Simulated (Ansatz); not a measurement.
# H4N2SSi: the cost of one run

Method: PBE0-D4/def2-TZVP structures, single points in def2-TZVPP, no counterpoise correction; program: Ansatz 0.2.0, Gaussian basis.

Levels: SPW92, PBE-D4, BLYP-D4, r2SCAN-D4, B97M-V, PBE0-D4, B3LYP-D4, r2SCAN0-D4, BHLYP-D4, CAM-B3LYP-D4, wB97X-V, wB97M-V, B2PLYP, PBE-QIDH, RPA on PBE, Hartree-Fock, MP2, CCSD, CCSD(T).

Correlated methods freeze the cores. B3LYP uses VWN-RPA correlation. B2PLYP carries no dispersion term here.

56 further runs of the same task are left out: 56 set aside as unsound or not needed. Runs told in other sessions of the task aren't counted.

## 1. The starting structure

The complex: 11 atoms, charge 0, spin multiplicity 1.

Atoms are counted from 1 here; the program's logs count them from 0.

Bond lengths: Si1–S3 1.979 Å, Si1–N5 1.691 Å, Si1–N6 1.720 Å, O2–H4 0.977 Å, O2–H7 0.967 Å, N5–H8 1.006 Å, N5–H9 1.006 Å, N6–H10 1.009 Å, N6–H11 1.009 Å. Angles: S3–Si1–N5 123.3°, S3–Si1–N6 124.0°, N5–Si1–N6 107.3°, H4–O2–H7 108.0°, Si1–N5–H8 124.7°, Si1–N5–H9 119.3°, H8–N5–H9 113.0°, Si1–N6–H10 118.5°, Si1–N6–H11 115.5°, H10–N6–H11 110.1°.

Coordinates:

```xyz
11

Si   -0.08969   -0.52829    0.04993
O     0.97040    0.54825   -1.27121
S    -0.08022   -2.23033   -0.96030
H     1.05975   -0.17360   -1.92310
N     0.76589   -0.30028    1.49102
N    -1.40525    0.57950    0.05462
H     0.35412    1.20094   -1.63120
H     0.84172    0.57603    1.97872
H     1.48627   -0.95425    1.74504
H    -1.68308    0.99330    0.93165
H    -2.21981    0.28871   -0.46517
```

Its parts: H₄N₂SSi holds atoms 1, 3, 5, 6, 8, 9, 10, 11; H₂O holds atoms 2, 4, 7. Each part counts its atoms afresh in its own runs.

## 2. Relaxing H₄N₂SSi alone

Contents of relax-a/in.yaml:

```yaml
crystal:
  periodic: [false, false, false]
  atoms:
    - {symbol: Si, position_ang: [-0.089693, -0.528295, 0.049933]}
    - {symbol: S, position_ang: [-0.080219, -2.230327, -0.960297]}
    - {symbol: N, position_ang: [0.765890, -0.300279, 1.491023]}
    - {symbol: N, position_ang: [-1.405253, 0.579502, 0.054616]}
    - {symbol: H, position_ang: [0.841722, 0.576034, 1.978720]}
    - {symbol: H, position_ang: [1.486270, -0.954249, 1.745039]}
    - {symbol: H, position_ang: [-1.683081, 0.993305, 0.931648]}
    - {symbol: H, position_ang: [-2.219808, 0.288714, -0.465170]}
basis:
  gaussian: {orbitals: def2-TZVP}
hamiltonian: {xc: pbe0, dispersion: d4}
relax: {f_tol: 0.005, max_steps: 200}
```

Run with:

```console
ansatz run in.yaml --threads 8 --pin off --events-out ev --progress --plain --max-ram 19148MiB
```

**Question.** How long does this run take on 8 threads of Arm Neoverse V1, shared host?

About 12 s.
